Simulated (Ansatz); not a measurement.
# GeH3OSb: the cost of one run

Method: UKS PBE-D4/def2-SVP, in Ansatz 0.2.0.

**1. The system as given**

Bond lengths: O1–Ge2 1.905 Å, O1–Sb3 1.930 Å, Ge2–Sb3 2.531 Å, Ge2–H4 1.536 Å, Ge2–H5 1.531 Å, Sb3–H6 1.733 Å. Angles: O1–Ge2–Sb3 49.1°, O1–Ge2–H4 95.3°, O1–Ge2–H5 95.7°, Sb3–Ge2–H4 119.5°, Sb3–Ge2–H5 124.2°, H4–Ge2–H5 103.0°, Ge2–O1–Sb3 82.6°, O1–Sb3–Ge2 48.3°, O1–Sb3–H6 94.7°, Ge2–Sb3–H6 88.8°.

Structure file:

```xyz
6

O     0.8525   -0.8424   -0.0151
Ge   -0.6829    0.1378   -0.5712
Sb    0.1316   -0.4930    1.7411
H    -1.2150   -0.9553   -1.5107
H     0.0688    1.0721   -1.5223
H     0.8450    1.0809    1.8782
```

**2. Relaxing end A**

Contents of input.yaml:

```yaml
crystal:
  periodic: [false, false, false]
  atoms:
    - { symbol: O, position_ang: [0.85245, -0.84244, -0.01514] }
    - { symbol: Ge, position_ang: [-0.6829, 0.13779, -0.57119] }
    - { symbol: Sb, position_ang: [0.13157, -0.49298, 1.74106] }
    - { symbol: H, position_ang: [-1.21497, -0.95529, -1.51065] }
    - { symbol: H, position_ang: [0.06882, 1.07207, -1.52232] }
    - { symbol: H, position_ang: [0.84503, 1.08085, 1.87824] }
magnetization:
  spin_polarized: true
basis:
  gaussian: { orbitals: def2-SVP }
hamiltonian:
  xc: pbe
  dispersion: d4
relax:
  f_tol: 0.02
  max_steps: 50
```

Started as:

```sh
$ ansatz run input.yaml --threads 2 --pin off --max-ram 3072MiB --backend cpu --events-out ev --progress --plain --runs-dir out
```

What time and memory should one allow on 2 threads of AMD EPYC 9R45 (Zen 5), shared host?

About 4.8 s, with a peak of 0.17 GiB.
